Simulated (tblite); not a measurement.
# H7O3Si3: the cost of one run

Programs: tblite 0.8.0 and PySCF 2.14.0. All values are calculated, for the isolated system unless a continuum is named. Atoms count from 0, parts from 1.

## 1. The system as given

13 atoms, charge 0, multiplicity 2; geometry: distance geometry start.

## 2. Geometry optimisation with GFN2-xTB

What the job is given:

```
{"job": {"kind": "relax", "xc": "GFN2-xTB", "basis": "xTB"}, "charge": 0, "multiplicity": 2}
Si     1.194627    -1.496527     1.151973
O      0.475782    -2.208853    -0.295442
Si    -0.706833    -1.380889    -1.313181
O      0.192661    -0.354742     2.051505
Si    -0.400182     1.212107     1.420349
O      2.938747    -1.103077     1.044645
H     -1.675383    -0.742400    -0.525962
H     -0.059767    -0.420282    -2.123975
H     -1.349730    -2.336852    -2.147850
H     -1.019194     1.923280     2.467683
H     -1.335067     0.957805     0.370266
H      0.710154     1.953427     0.918786
H      3.289362    -0.275984     0.704597
```

With the program's defaults for keys left out, this is: GFN2-xTB geometry optimisation, gas phase.

Command:

```
$ OMP_NUM_THREADS=1 python cluster_run.py task.json out
```

The driver reads the jobs from task.json and runs them one after another.

**Question.** How long does this first job take on 1 thread of Intel Xeon 6975P-C, shared host?

About 3 s.
